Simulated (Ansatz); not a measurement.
**CsZnI3: a single-point run**

Aim: a sound single-point run of CsZnI3. The structure is shown as the input types it. The cell is built on a prototype (cubic perovskite) and needn't be the phase found in nature.

Computed with Ansatz 0.2.0 (density functional or hybrid calculation with the settings of its input, plane waves (as first typed), unless a step's input says otherwise).

1 further run of the same task is left out (it didn't finish).

### 1 The system as given

Symmetry: Pm-3m, No. 221, cubic system. Conventional cell: a = 5.763 Å, b = 5.763 Å, c = 5.763 Å, α = 90.00°, β = 90.00°, γ = 90.00°. Cs (site symmetry m-3m) has 12 I at 4.08 Å as nearest neighbours. Zn (site symmetry m-3m) has 6 I at 2.88 Å as nearest neighbours. I (site symmetry 4/mmm) is surrounded by 2 Zn at 2.88 Å and 4 Cs at 4.08 Å.

As a file:

```xyz
5
Lattice="5.7630 0.0000 0.0000 0.0000 5.7630 0.0000 0.0000 0.0000 5.7630" Properties=species:S:1:pos:R:3 pbc="T T T"
Cs    0.0000    0.0000    0.0000
Zn    2.8815    2.8815    2.8815
I     2.8815    2.8815    0.0000
I     2.8815    0.0000    2.8815
I     0.0000    2.8815    2.8815
```

### 2 The run

input.yaml

```yaml
crystal:
  lattice:
    - [5.7629927338, 0.0, 0.0]
    - [0.0, 5.7629927338, 0.0]
    - [0.0, 0.0, 5.7629927338]
  atoms:
    - { symbol: Cs, position: [0.0, 0.0, 0.0] }
    - { symbol: Zn, position: [0.5, 0.5, 0.5] }
    - { symbol: I, position: [0.5, 0.5, 0.0] }
    - { symbol: I, position: [0.5, 0.0, 0.5] }
    - { symbol: I, position: [0.0, 0.5, 0.5] }
kpoints:
  mp_grid: { grid: [1, 1, 1] }
hamiltonian:
  xc: pbesol
scf:
  occupations: { method: fermi_dirac, width: 0.02 }
  n_extra_bands: 5
output:
  forces: true
  stress: true
  eigenvalues: true
```

Run with:

```bash
ansatz run input.yaml --threads 4 --pin off --max-ram 4608MiB --backend cpu --events-out ev --progress --plain --runs-dir out
```

**Question.** How will this run end, and is anything wrong with its input?

This run ends as converged. That alone doesn't make the input a sound one.

In the input, kpoints.mp_grid.grid is [1, 1, 1]. The zone is sampled at a single point, which suits only large cells or molecules.

The test: set kpoints.mp_grid.grid to [4, 4, 4].
